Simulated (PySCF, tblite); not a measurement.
# C6H3ClS: dynamics, then NMR shifts on frames

Aim: move C6H3ClS (`C#Cc1sccc1Cl`) away from its starting geometry and see how NMR shifts follow the geometry.

Programs: tblite 0.8.0 and PySCF 2.14.0, with density-fitted response routines of our own. Each step states its level of theory. These are calculated values for one molecule in the gas phase, unless marked as measured. Atoms count from 0, in the outputs and in this text.

## (1) Starting geometry

11 atoms, charge 0, multiplicity 1; geometry from: GFN2-xTB.

Bonds of the start (Å): C0–C1 1.20, C1–C2 1.40, C2–S3 1.74, S3–C4 1.72, C4–C5 1.36, C5–C6 1.41, C6–Cl7 1.72, C6–C2 1.37, C0–H8 1.05, C4–H9 1.07, C5–H10 1.07.

## (2) Dynamics with GFN2-xTB

Job settings and geometry (Å):

```
{"job": {"kind": "md", "xc": "GFN2-xTB", "basis": "xTB", "temperature": 300, "steps": 2000, "every": 50, "frames": 5}, "charge": 0, "multiplicity": 1}
C      3.037987     0.347580    -0.564946
C      1.878493     0.129705    -0.334227
C      0.530791    -0.123668    -0.066809
S      0.022212    -1.549913     0.789680
C     -1.625608    -1.079251     0.672383
C     -1.787822     0.099056     0.018705
C     -0.556087     0.645243    -0.404562
Cl    -0.424815     2.127584    -1.262438
H      4.046939     0.545664    -0.770677
H     -2.380470    -1.709500     1.097863
H     -2.736197     0.570170    -0.161015
```

With the program's defaults for keys left out, this is: GFN2-xTB Langevin dynamics, gas phase.

On the command line:

```console
OMP_NUM_THREADS=1 python probes_run.py task.json out
```

One launch serves the whole session: the jobs run in the order shown.

Standard output:

```text
t/fs     T/K      E/eV
    0.0   263.2   -601.00664
   25.0   183.5   -600.71647
   50.0   235.3   -600.73743
   75.0   236.1   -600.71015
  100.0   320.0   -600.79794
  125.0   285.5   -600.84807
  150.0   281.5   -600.66730
  175.0   231.3   -600.70618
  200.0   273.3   -600.77459
  225.0   348.7   -600.71910
  250.0   297.5   -600.69147
  275.0   178.5   -600.60627
  300.0   353.0   -600.68065
  325.0   320.7   -600.61688
  350.0   309.4   -600.56579
  375.0   267.9   -600.58724
  400.0   334.9   -600.73757
  425.0   339.4   -600.73835
  450.0   243.3   -600.52072
  475.0   260.7   -600.73072
  500.0   216.4   -600.67532
  525.0   304.7   -600.74243
  550.0   323.6   -600.63839
  575.0   306.3   -600.58641
  600.0   247.6   -600.65695
  625.0   213.8   -600.64763
  650.0   268.8   -600.70533
  675.0   261.7   -600.72511
  700.0   239.5   -600.68026
  725.0   270.6   -600.74700
  750.0   268.0   -600.76789
  775.0   232.8   -600.59721
  800.0   305.8   -600.73543
  825.0   310.6   -600.73695
  850.0   365.6   -600.67027
  875.0   268.7   -600.59938
  900.0   309.1   -600.72095
  925.0   203.4   -600.68462
  950.0   245.4   -600.70085
  975.0   256.1   -600.64512
 1000.0   329.8   -600.78821
```

Run time: 43 s. Hardware: 1 thread, shared host.

Distance from the start (root mean square after alignment): 0 fs 0.00 Å, 200 fs 0.12 Å, 400 fs 0.11 Å, 600 fs 0.16 Å, 800 fs 0.08 Å, 1000 fs 0.18 Å.

Positions (Å) and forces (eV/Å) at 1000 fs:

```xyz
11

C     2.211    0.168   -1.808   -0.754    0.153    0.016
C     1.291   -0.075   -1.064    0.273    0.064   -0.102
C     0.242   -0.440   -0.230   -0.127   -0.631    0.783
S     0.214   -1.987    0.654   -0.894    0.825   -0.377
C    -1.450   -1.684    1.108    0.790    0.097   -0.434
C    -1.941   -0.508    0.644    0.871    0.128    0.409
C    -0.930    0.250   -0.018   -0.172   -0.605   -0.284
Cl   -1.129    1.836   -0.615   -0.204    0.209   -0.122
H     2.705    0.524   -2.657    0.518   -0.075    0.025
H    -1.961   -2.404    1.691   -0.204   -0.401    0.224
H    -2.931   -0.178    0.878   -0.096    0.235   -0.137
```

## (3) Nuclear shieldings: 250 fs, PBE0/pcSseg-1

Job settings and geometry (Å):

```
{"job": {"kind": "nmr", "xc": "PBE0", "basis": "pcSseg-1", "pop": false}, "charge": 0, "multiplicity": 1}
C      2.742700    -0.414800    -0.713900
C      1.567000    -0.470700    -0.494900
C      0.235300    -0.531000     0.002800
S     -0.281400    -1.786100     1.126200
C     -1.918400    -1.300200     1.014600
C     -2.073900    -0.200200     0.259800
C     -0.898800     0.161300    -0.334600
Cl    -0.770500     1.558600    -1.358400
H      3.765900    -0.430600    -0.955400
H     -2.513400    -1.778000     1.681100
H     -3.030600     0.186800    -0.037600
```

Level: GIAO PBE0/pcSseg-1 NMR shielding, non-relativistic, gas phase.

Standard output:

```text
coarse grid: 11624 points
cycle   1  E = -1088.0155380321  dE =  1.657e+00  |g| = 3.868e-01  |ddm| = 3.855e+00
cycle   2  E = -1088.0046784176  dE =  1.086e-02  |g| = 4.363e-01  |ddm| = 1.153e+00
cycle   3  E = -1088.0484457605  dE = -4.377e-02  |g| = 1.395e-01  |ddm| = 6.983e-01
cycle   4  E = -1088.0528454809  dE = -4.400e-03  |g| = 5.635e-02  |ddm| = 1.796e-01
cycle   5  E = -1088.0536021891  dE = -7.567e-04  |g| = 1.235e-02  |ddm| = 6.215e-02
cycle   6  E = -1088.0536380567  dE = -3.587e-05  |g| = 2.400e-03  |ddm| = 1.841e-02
cycle   7  E = -1088.0536392988  dE = -1.242e-06  |g| = 1.093e-03  |ddm| = 3.820e-03
final grid: 106856 points
cycle   8  E = -1088.1047021061  dE = -2.418e-05  |g| = 7.834e-03  |ddm| = 4.835e-02
cycle   9  E = -1088.1046847438  dE =  1.736e-05  |g| = 1.104e-02  |ddm| = 2.134e-02
cycle  10  E = -1088.1047162001  dE = -3.146e-05  |g| = 1.946e-03  |ddm| = 1.521e-02
cycle  11  E = -1088.1047171366  dE = -9.365e-07  |g| = 6.027e-04  |ddm| = 2.881e-03
cycle  12  E = -1088.1047172204  dE = -8.377e-08  |g| = 1.910e-04  |ddm| = 6.379e-04
cycle  13  E = -1088.1047172290  dE = -8.691e-09  |g| = 6.055e-05  |ddm| = 2.580e-04
cycle  14  E = -1088.1047172299  dE = -8.552e-10  |g| = 1.529e-05  |ddm| = 6.716e-05
converged SCF energy = -1088.1047172299

GIAO shielding tensors (ppm)
atom      isotropic    diamagn.    paramagn.     s11        s22        s33       span
  0 C       87.402     258.377    -170.975     20.743     49.173    192.290    171.547
  1 C      108.354     247.889    -139.535      7.573     17.614    299.874    292.301
  2 C       56.047     258.796    -202.749    -17.093     58.664    126.569    143.662
  3 S      194.390    1055.216    -860.827     32.978    198.260    351.930    318.952
  4 C       52.396     262.062    -209.666    -36.232     36.651    156.768    192.999
  5 C       63.882     248.372    -184.490     -6.859     52.122    146.382    153.241
  6 C       49.106     251.417    -202.311    -25.092     62.755    109.655    134.747
  7 Cl     729.086    1146.551    -417.465    464.239    728.401    994.617    530.378
  8 H       28.268      32.438      -4.170     24.183     24.850     35.771     11.588
  9 H       25.710      31.922      -6.212     23.066     24.523     29.539      6.473
 10 H       24.906      29.279      -4.373     20.723     26.777     27.217      6.495
```

Run time: 46 s. Hardware: 1 thread, shared host.

The references, computed at this level on geometries of the same kind, shield at (ppm): ¹H TMS 31.72, ¹³C TMS 186.9, ³³S CS2 504, ³⁵Cl HCl 950. Their shielding less the atom's gives the shift. The references are single molecules in the gas phase. Each atom is listed at this fixed geometry, with no averaging over motion; a spectrum would average atoms that exchange fast.

```csv
atoms,environment,σ (ppm),δ (ppm)
C6,aromatic carbon bearing chlorine,49.1,137.8
C4,aromatic CH next to the ring sulfur,52.4,134.5
C2,substituted aromatic carbon next to the ring sulfur,56.0,130.9
C5,aromatic CH,63.9,123.0
C0,terminal alkyne carbon,87.4,99.5
C1,alkyne carbon,108.4,78.6
H10,hydrogen on an aromatic CH,24.91,6.81
H9,hydrogen on an aromatic CH next to the ring sulfur,25.71,6.01
H8,hydrogen on a terminal alkyne carbon,28.27,3.45
S3,aromatic ring sulfur,194,309
Cl7,chlorine bonded to C,729,221
```

Ring of atoms C2, S3, C4, C5, C6: NICS(0) -12.8, NICS(1) -10.5, NICS(1)zz -23.3 ppm (means of both faces).

## (4) Shielding tensors: 425 fs, PBE0/pcSseg-1

Job settings and geometry (Å):

```
{"job": {"kind": "nmr", "xc": "PBE0", "basis": "pcSseg-1", "pop": false}, "charge": 0, "multiplicity": 1}
C      2.654800    -0.280200    -0.848300
C      1.577200    -0.417100    -0.332700
C      0.363700    -0.654700     0.275300
S      0.105700    -2.013100     1.343100
C     -1.571800    -1.739300     1.428800
C     -1.916400    -0.667000     0.660000
C     -0.866200    -0.132900    -0.024300
Cl    -0.900400     0.995400    -1.325900
H      3.528700    -0.269000    -1.352300
H     -2.208900    -2.393000     2.014500
H     -2.965800    -0.380200     0.542600
```

With the program's defaults for keys left out, this is: GIAO PBE0/pcSseg-1 NMR shielding, non-relativistic, gas phase.

Standard output:

```text
coarse grid: 11624 points
cycle   1  E = -1088.0180310576  dE =  1.701e+00  |g| = 3.789e-01  |ddm| = 3.903e+00
cycle   2  E = -1088.0077701104  dE =  1.026e-02  |g| = 4.215e-01  |ddm| = 1.042e+00
cycle   3  E = -1088.0513361945  dE = -4.357e-02  |g| = 1.272e-01  |ddm| = 6.149e-01
cycle   4  E = -1088.0549690190  dE = -3.633e-03  |g| = 5.532e-02  |ddm| = 1.502e-01
cycle   5  E = -1088.0556653253  dE = -6.963e-04  |g| = 1.602e-02  |ddm| = 5.834e-02
cycle   6  E = -1088.0557195801  dE = -5.425e-05  |g| = 5.827e-03  |ddm| = 2.012e-02
cycle   7  E = -1088.0557278941  dE = -8.314e-06  |g| = 1.877e-03  |ddm| = 8.435e-03
final grid: 106856 points
cycle   8  E = -1088.1065657984  dE = -1.665e-05  |g| = 9.394e-03  |ddm| = 6.517e-02
cycle   9  E = -1088.1065270746  dE =  3.872e-05  |g| = 1.489e-02  |ddm| = 2.686e-02
cycle  10  E = -1088.1065869542  dE = -5.988e-05  |g| = 2.061e-03  |ddm| = 1.940e-02
cycle  11  E = -1088.1065880717  dE = -1.118e-06  |g| = 4.585e-04  |ddm| = 2.896e-03
cycle  12  E = -1088.1065881254  dE = -5.367e-08  |g| = 9.254e-05  |ddm| = 5.551e-04
cycle  13  E = -1088.1065881265  dE = -1.192e-09  |g| = 6.203e-05  |ddm| = 1.292e-04
cycle  14  E = -1088.1065881274  dE = -8.861e-10  |g| = 1.590e-05  |ddm| = 6.267e-05
converged SCF energy = -1088.1065881274

GIAO shielding tensors (ppm)
atom      isotropic    diamagn.    paramagn.     s11        s22        s33       span
  0 C       83.897     259.396    -175.499     18.240     55.129    178.323    160.083
  1 C      107.714     241.422    -133.708      5.938     15.115    302.089    296.151
  2 C       57.176     259.856    -202.679    -17.512     63.320    125.721    143.233
  3 S      205.158    1054.716    -849.559     44.995    195.543    374.935    329.939
  4 C       50.067     264.124    -214.056    -43.474     43.738    149.937    193.411
  5 C       60.741     247.563    -186.821    -11.096     47.328    145.992    157.087
  6 C       47.042     251.245    -204.203    -36.088     63.545    113.669    149.757
  7 Cl     733.214    1146.657    -413.443    477.948    748.350    973.344    495.396
  8 H       29.011      35.082      -6.072     25.006     26.038     35.988     10.982
  9 H       24.193      29.384      -5.191     21.463     24.037     27.078      5.615
 10 H       24.612      28.783      -4.171     20.301     26.075     27.461      7.160
```

Wall time 43 s (1 thread, shared host).

In short: δ C6 139.9, C4 136.9, C2 129.7, C5 126.2, H9 7.52, H10 7.10 ppm.

## (5) NMR shieldings: 625 fs, PBE0/pcSseg-1

Job settings and geometry (Å):

```
{"job": {"kind": "nmr", "xc": "PBE0", "basis": "pcSseg-1", "pop": false}, "charge": 0, "multiplicity": 1}
C      2.986300    -0.222000    -1.040000
C      1.927700    -0.428300    -0.497900
C      0.686600    -0.732600     0.130600
S      0.589500    -2.141900     1.200500
C     -1.091800    -1.795900     1.454700
C     -1.644700    -0.833700     0.665400
C     -0.598600    -0.194400    -0.041000
Cl    -1.055800     1.047700    -1.189000
H      3.901000    -0.111600    -1.602700
H     -1.764900    -2.427600     2.045600
H     -2.692800    -0.502900     0.768500
```

With the program's defaults for keys left out, this is: GIAO PBE0/pcSseg-1 NMR shielding, non-relativistic, gas phase.

Standard output:

```text
coarse grid: 11624 points
cycle   1  E = -1088.0165013555  dE =  1.384e+00  |g| = 3.882e-01  |ddm| = 3.797e+00
cycle   2  E = -1087.9991091804  dE =  1.739e-02  |g| = 4.670e-01  |ddm| = 1.017e+00
cycle   3  E = -1088.0504466703  dE = -5.134e-02  |g| = 1.413e-01  |ddm| = 6.248e-01
cycle   4  E = -1088.0549099337  dE = -4.463e-03  |g| = 5.975e-02  |ddm| = 1.763e-01
cycle   5  E = -1088.0557546520  dE = -8.447e-04  |g| = 1.420e-02  |ddm| = 5.484e-02
cycle   6  E = -1088.0557975298  dE = -4.288e-05  |g| = 4.391e-03  |ddm| = 1.814e-02
cycle   7  E = -1088.0558014786  dE = -3.949e-06  |g| = 2.082e-03  |ddm| = 6.863e-03
final grid: 106856 points
cycle   8  E = -1088.1068671365  dE = -9.378e-06  |g| = 1.067e-02  |ddm| = 6.105e-02
cycle   9  E = -1088.1068006560  dE =  6.648e-05  |g| = 1.854e-02  |ddm| = 3.387e-02
cycle  10  E = -1088.1068959390  dE = -9.528e-05  |g| = 2.199e-03  |ddm| = 2.405e-02
cycle  11  E = -1088.1068971797  dE = -1.241e-06  |g| = 4.647e-04  |ddm| = 2.660e-03
cycle  12  E = -1088.1068972316  dE = -5.195e-08  |g| = 1.027e-04  |ddm| = 5.340e-04
cycle  13  E = -1088.1068972334  dE = -1.770e-09  |g| = 5.877e-05  |ddm| = 1.300e-04
cycle  14  E = -1088.1068972341  dE = -7.631e-10  |g| = 2.024e-05  |ddm| = 6.467e-05
converged SCF energy = -1088.1068972341

GIAO shielding tensors (ppm)
atom      isotropic    diamagn.    paramagn.     s11        s22        s33       span
  0 C       88.039     260.186    -172.147     20.255     53.098    190.763    170.508
  1 C      106.923     241.260    -134.337      5.188     15.685    299.897    294.709
  2 C       56.119     261.323    -205.205    -12.983     53.177    128.161    141.144
  3 S      230.788    1053.754    -822.966     39.914    250.090    402.361    362.447
  4 C       42.186     259.075    -216.889    -51.894     35.124    143.328    195.222
  5 C       46.572     252.637    -206.065    -42.651     50.621    131.747    174.397
  6 C       38.965     250.160    -211.195    -33.909     46.971    103.832    137.741
  7 Cl     700.163    1147.052    -446.889    422.102    707.986    970.401    548.298
  8 H       27.382      32.038      -4.656     23.307     24.106     34.731     11.425
  9 H       24.279      27.610      -3.331     21.185     24.803     26.850      5.664
 10 H       23.784      29.256      -5.472     20.398     24.720     26.233      5.835
```

It took 44 s on 1 thread, shared host.

This run: δ C6 148.0, C4 144.7, C5 140.4, C2 130.8, H10 7.93, H9 7.44 ppm.

## (6) Nuclear shieldings: 800 fs, PBE0/pcSseg-1

Job settings and geometry (Å):

```
{"job": {"kind": "nmr", "xc": "PBE0", "basis": "pcSseg-1", "pop": false}, "charge": 0, "multiplicity": 1}
C      2.705100     0.118900    -1.295200
C      1.669100    -0.257100    -0.767100
C      0.397700    -0.647800    -0.277200
S      0.254200    -2.004500     0.833800
C     -1.388200    -1.604100     1.261900
C     -1.792600    -0.557100     0.552500
C     -0.780100     0.059800    -0.256000
Cl    -0.971000     1.524000    -1.174700
H      3.578100     0.400700    -1.695000
H     -1.940900    -2.234400     1.857200
H     -2.794300    -0.135300     0.588800
```

With the program's defaults for keys left out, this is: GIAO PBE0/pcSseg-1 NMR shielding, non-relativistic, gas phase.

Standard output:

```text
coarse grid: 11624 points
cycle   1  E = -1088.0186887335  dE =  1.517e+00  |g| = 3.754e-01  |ddm| = 3.838e+00
cycle   2  E = -1087.9970095566  dE =  2.168e-02  |g| = 4.732e-01  |ddm| = 1.031e+00
cycle   3  E = -1088.0475146707  dE = -5.051e-02  |g| = 1.652e-01  |ddm| = 6.697e-01
cycle   4  E = -1088.0540577531  dE = -6.543e-03  |g| = 5.379e-02  |ddm| = 1.873e-01
cycle   5  E = -1088.0547306043  dE = -6.729e-04  |g| = 1.379e-02  |ddm| = 5.385e-02
cycle   6  E = -1088.0547688584  dE = -3.825e-05  |g| = 4.812e-03  |ddm| = 1.902e-02
cycle   7  E = -1088.0547741789  dE = -5.321e-06  |g| = 1.971e-03  |ddm| = 8.381e-03
final grid: 106856 points
cycle   8  E = -1088.1060299897  dE = -1.320e-05  |g| = 1.056e-02  |ddm| = 5.422e-02
cycle   9  E = -1088.1059705239  dE =  5.947e-05  |g| = 1.780e-02  |ddm| = 3.455e-02
cycle  10  E = -1088.1060582079  dE = -8.768e-05  |g| = 2.189e-03  |ddm| = 2.520e-02
cycle  11  E = -1088.1060593792  dE = -1.171e-06  |g| = 5.142e-04  |ddm| = 2.910e-03
cycle  12  E = -1088.1060594355  dE = -5.623e-08  |g| = 2.203e-04  |ddm| = 6.495e-04
cycle  13  E = -1088.1060594470  dE = -1.154e-08  |g| = 5.917e-05  |ddm| = 2.334e-04
cycle  14  E = -1088.1060594478  dE = -7.958e-10  |g| = 1.441e-05  |ddm| = 6.737e-05
converged SCF energy = -1088.1060594478

GIAO shielding tensors (ppm)
atom      isotropic    diamagn.    paramagn.     s11        s22        s33       span
  0 C       85.157     257.304    -172.147     18.770     51.067    185.633    166.863
  1 C      107.259     248.101    -140.841      5.535     14.456    301.787    296.251
  2 C       55.323     258.164    -202.841    -18.931     55.621    129.278    148.209
  3 S      207.258    1054.667    -847.409     80.268    206.747    334.758    254.490
  4 C       54.770     261.803    -207.034    -37.838     47.391    154.756    192.594
  5 C       54.880     249.660    -194.780    -15.957     43.663    136.935    152.892
  6 C       39.037     251.391    -212.354    -42.963     59.327    100.747    143.710
  7 Cl     719.330    1146.471    -427.141    448.771    733.032    976.186    527.415
  8 H       29.512      35.246      -5.734     25.389     26.192     36.954     11.565
  9 H       25.196      31.552      -6.356     22.837     25.073     27.678      4.841
 10 H       24.749      29.489      -4.740     20.610     26.650     26.988      6.378
```

It took 41 s on 1 thread, shared host.

Key values: δ C6 147.9, C4 132.2, C5 132.0, C2 131.6, H10 6.97, H9 6.52 ppm.

## (7) NMR shieldings: 1000 fs, PBE0/pcSseg-1

Job settings and geometry (Å):

```
{"job": {"kind": "nmr", "xc": "PBE0", "basis": "pcSseg-1", "pop": false}, "charge": 0, "multiplicity": 1}
C      2.211100     0.168400    -1.808100
C      1.291300    -0.075000    -1.064000
C      0.241700    -0.440200    -0.229800
S      0.214400    -1.986800     0.653700
C     -1.450400    -1.683900     1.107900
C     -1.941000    -0.507600     0.643800
C     -0.930200     0.250300    -0.017500
Cl    -1.128900     1.836000    -0.614800
H      2.705400     0.524200    -2.656800
H     -1.960800    -2.404400     1.690600
H     -2.931000    -0.178300     0.878500
```

With the program's defaults for keys left out, this is: GIAO PBE0/pcSseg-1 NMR shielding, non-relativistic, gas phase.

Standard output:

```text
coarse grid: 11624 points
cycle   1  E = -1088.0206764461  dE =  1.519e+00  |g| = 3.773e-01  |ddm| = 3.867e+00
cycle   2  E = -1088.0044455727  dE =  1.623e-02  |g| = 4.473e-01  |ddm| = 1.028e+00
cycle   3  E = -1088.0522493938  dE = -4.780e-02  |g| = 1.423e-01  |ddm| = 6.533e-01
cycle   4  E = -1088.0568559035  dE = -4.607e-03  |g| = 5.837e-02  |ddm| = 1.672e-01
cycle   5  E = -1088.0576569665  dE = -8.011e-04  |g| = 1.516e-02  |ddm| = 5.854e-02
cycle   6  E = -1088.0577039392  dE = -4.697e-05  |g| = 5.466e-03  |ddm| = 1.824e-02
cycle   7  E = -1088.0577110115  dE = -7.072e-06  |g| = 1.958e-03  |ddm| = 7.988e-03
final grid: 106856 points
cycle   8  E = -1088.1088050749  dE = -1.585e-05  |g| = 1.020e-02  |ddm| = 5.345e-02
cycle   9  E = -1088.1087502438  dE =  5.483e-05  |g| = 1.707e-02  |ddm| = 3.080e-02
cycle  10  E = -1088.1088310074  dE = -8.076e-05  |g| = 2.151e-03  |ddm| = 2.227e-02
cycle  11  E = -1088.1088321975  dE = -1.190e-06  |g| = 5.249e-04  |ddm| = 2.851e-03
cycle  12  E = -1088.1088322611  dE = -6.357e-08  |g| = 1.792e-04  |ddm| = 5.922e-04
cycle  13  E = -1088.1088322681  dE = -7.020e-09  |g| = 7.026e-05  |ddm| = 2.051e-04
cycle  14  E = -1088.1088322693  dE = -1.156e-09  |g| = 1.491e-05  |ddm| = 7.614e-05
cycle  15  E = -1088.1088322693  dE = -5.730e-11  |g| = 3.069e-06  |ddm| = 2.148e-05
converged SCF energy = -1088.1088322693

GIAO shielding tensors (ppm)
atom      isotropic    diamagn.    paramagn.     s11        s22        s33       span
  0 C       82.528     267.157    -184.629     12.878     52.459    182.249    169.370
  1 C      100.913     245.269    -144.356     -2.770      4.886    300.623    303.393
  2 C       54.194     261.814    -207.620    -18.144     55.513    125.212    143.356
  3 S      216.627    1054.292    -837.665     48.009    242.159    359.712    311.702
  4 C       45.008     260.567    -215.560    -49.424     36.838    147.610    197.034
  5 C       54.104     249.139    -195.035    -23.891     46.572    139.631    163.522
  6 C       40.866     250.755    -209.889    -41.512     55.919    108.191    149.702
  7 Cl     739.856    1146.612    -406.756    485.555    774.535    959.478    473.923
  8 H       27.661      32.766      -5.106     23.403     24.880     34.699     11.296
  9 H       24.688      29.904      -5.216     22.181     24.618     27.265      5.084
 10 H       24.774      29.724      -4.950     21.280     26.108     26.934      5.654
```

Run time: 48 s. Hardware: 1 thread, shared host.

Key values: δ C6 146.1, C4 141.9, C5 132.8, C2 132.7, H9 7.03, H10 6.94 ppm.

## (8) Run by run: NMR shifts

Shifts (ppm) of some atoms, chosen among heavy atoms and hydrogens apart, with basis size and wall time:

```csv
frame,C6,C4,C5,H9,H8,S3,Cl7,functions,time
250 fs,137.8,134.5,123.0,6.01,3.45,309,221,165,46 s
425 fs,139.9,136.9,126.2,7.52,2.71,299,217,165,43 s
625 fs,148.0,144.7,140.4,7.44,4.34,273,250,165,44 s
800 fs,147.9,132.2,132.0,6.52,2.20,296,230,165,41 s
1000 fs,146.1,141.9,132.8,7.03,4.06,287,210,165,48 s
```

## (9) What came out

| quantity | value |
| --- | --- |
| thermostat | 300 K |
| mean temperature, second half | 274 K |
| mean potential energy above the minimum | 0.32 eV |
| ¹³C shifts against TMS (PBE0/pcSseg-1, 250 fs) | 137.8, 134.5, 130.9, 123.0, 99.5, 78.6 ppm |
| ¹H shifts against TMS (PBE0/pcSseg-1, 250 fs) | 6.81, 6.01, 3.45 ppm |
| ³³S shifts against CS2 (PBE0/pcSseg-1, 250 fs) | 309 ppm |
| ³⁵Cl shifts against HCl (PBE0/pcSseg-1, 250 fs) | 221 ppm |
| range of the shift of Cl7 | 210 to 250 ppm |

What this shows: In the second half the potential energy averages 0.32 eV above the minimum; equipartition over 27 harmonic modes at 300 K would give 0.35 eV. With 11 atoms the temperature swings widely (178 to 366 K). Shifts at one fixed geometry are not the observed spectrum, which averages over the motion. In the first frame run (250 fs): The largest span, 530 ppm, is at Cl7, where the paramagnetic term is -417 ppm. NICS(1)zz of -23 ppm above the planar ring from C2 marks a diatropic (aromatic) ring current. In ppm, Cl7 moves most: its shift spreads over 40 ppm, from 210 (1000 fs) to 250 (625 fs).
